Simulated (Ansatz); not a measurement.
Runs of Ansatz 0.2.0 on Y3Ge. The structure is tetragonal, space group I4/mmm (No. 139). The conventional cell has a = 4.531 Å, b = 4.531 Å, c = 10.394 Å, α = 90.00°, β = 90.00°, γ = 90.00°. Y (site symmetry 4/mmm) is surrounded by 4 Ge at 3.20 Å and 8 Y at 3.45 Å. Y (site symmetry -4m2) has 8 Y at 3.20 to 3.45 Å and 4 Ge at 3.45 Å as nearest neighbours. Around Ge (site symmetry 4/mmm) lie 12 Y at 3.20 to 3.45 Å. The cell comes from a database or a generator and needn't be the stable form of this composition.

```csv
level,gap on the mesh (eV),pressure (GPa),relaxed volume (Å³/atom)
BLYP+D3(BJ),none,0.0,24.75
BLYP+D4,none,0.0,(a)
LDA,none,0.0,24.00
BLYP,none,0.0,27.79
```

Alike in all rows: task relaxation of cell and atoms; potentials or basis Ansatz PAW; no spin polarisation; cell relaxed; k mesh 6 × 6 × 6; cutoff (eV) 420; smearing fermi-dirac 0.05 eV.

Q: Estimate the missing entries.

A: (a) 26.15.

Caveats: the plane-wave basis is chosen anew once the cell has moved, so the energies of steps on either side of that aren't comparable; the PAW data sets come from PBE, with cores solved anew for the run's functional, which leaves a small shift of forces and pressure; pairwise dispersion overbinds metals, which lowers pressure and volume (some runs).

A k mesh can miss the band edges, and the runs leave out spin-orbit coupling on Ge, Y.

A gap of «none» marks a metal or a gap under the smearing width.

Runs at the PBE level aren't shown here.
